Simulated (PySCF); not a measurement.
# RbSi⁺ under other conditions

Aim: change spin, charge, geometry, field or solvent of RbSi⁺, one at a time, and compare with the base run.

The runs use PySCF 2.14.0; each script names its method and basis.

4 further runs of the same task are left out: 2 for a known fault of the program, 2 that didn't finish.

## (1) Starting geometry

RbSi⁺: 2 atoms, charge 1, spin multiplicity 1.

Bond lengths: Rb1–Si2 3.111 Å.

## (2) The base run

input.py

```python
from pyscf import gto, scf, mp

mol = gto.M(
    atom='Rb 0 0 0; Si 0 0 3.111',
    basis='def2-svpd',
    ecp={'Rb': 'def2-svpd'},
    charge=1,
    spin=0,
    symmetry=True,
    verbose=4,
)
mf = scf.RHF(mol)
mf.kernel()
mp.MP2(mf, frozen=5).kernel()
mf.dip_moment()
print('orbital energies (hartree):', mf.mo_energy[..., max(0, mol.nelec[1]-3):mol.nelec[0]+3].round(4))
```

Launch:

```bash
$ OMP_NUM_THREADS=1 python input.py
```

The log of this run is left out.

Base result: E(SCF) = -312.352921 Eh, 9 cycles, E(MP2) − E(SCF) = -0.10839 Eh.

The bond length is a typed value, not an optimised one. The dipole of an ion depends on the origin.

## (3) Quintet (UHF)

Variant 1 changes spin (2S): 0 → 4; SCF type: RHF → UHF.

input.py

```python
from pyscf import gto, scf, mp

mol = gto.M(
    atom='Rb 0 0 0; Si 0 0 3.111',
    basis='def2-svpd',
    ecp={'Rb': 'def2-svpd'},
    charge=1,
    spin=4,
    symmetry=True,
    verbose=4,
)
mf = scf.UHF(mol)
mf.kernel()
mp.MP2(mf, frozen=5).kernel()
mf.dip_moment()
print('orbital energies (hartree):', [e[max(0, n-3):n+3].round(4) for e, n in zip(mf.mo_energy, mol.nelec)])
```

Launch:

```bash
$ OMP_NUM_THREADS=1 python input.py
```

## (4) Electric field -0.01 a.u.

Variant 2 changes electric field: none → -0.01 a.u.; point-group symmetry: on → off.

Edit input.py of step 2 so:

```diff
@@ -8,3 +8,2 @@
     spin=0,
-    symmetry=True,
     verbose=4,
@@ -12,2 +11,7 @@
 mf = scf.RHF(mol)
+field = -0.01  # electric field along z, atomic units
+h = mf.get_hcore() + field*mol.intor('int1e_r')[2]
+mf.get_hcore = lambda *args: h
+e_nuc = mol.energy_nuc() - field*mol.atom_charges() @ mol.atom_coords()[:, 2]
+mf.energy_nuc = lambda *args: e_nuc
 mf.kernel()
```

## (5) Bond 3.889 Å

Variant 3 changes bond length: 3.111 Å → 3.889 Å.

Edit input.py of step 2 so:

```diff
@@ -3,3 +3,3 @@
 mol = gto.M(
-    atom='Rb 0 0 0; Si 0 0 3.111',
+    atom='Rb 0 0 0; Si 0 0 3.889',
     basis='def2-svpd',
```

## (6) Bond 3.484 Å

Variant 4 changes bond length: 3.111 Å → 3.484 Å.

Edit input.py of step 2 so:

```diff
@@ -3,3 +3,3 @@
 mol = gto.M(
-    atom='Rb 0 0 0; Si 0 0 3.111',
+    atom='Rb 0 0 0; Si 0 0 3.484',
     basis='def2-svpd',
```

Q: Predict the outcome of this session. Wanted: for each run, E(SCF); from base; gap, α spin; after the SCF.

As calculated:

```
                      run  E(SCF) (hartree)  from base (eV)  cycles  gap, α spin (eV)                           after the SCF
                     base       -312.352921               0       9              6.84  MP2 correlation -2.949 eV, core frozen
            quintet (UHF)       -312.311656         +1.1229       9             10.47  MP2 correlation -1.803 eV, core frozen
electric field -0.01 a.u.       -312.348312  not comparable       9              6.90  MP2 correlation -2.931 eV, core frozen
             bond 3.889 Å       -312.375733         -0.6208       9              6.91  MP2 correlation -2.844 eV, core frozen
             bond 3.484 Å       -312.371041         -0.4931       9              6.93  MP2 correlation -2.883 eV, core frozen
```

What this shows: Of the runs whose energies can be compared, “quintet (UHF)” moves the SCF energy most (+1.123 eV). The quintet solution found lies 1.12 eV above the base singlet at this geometry and level.
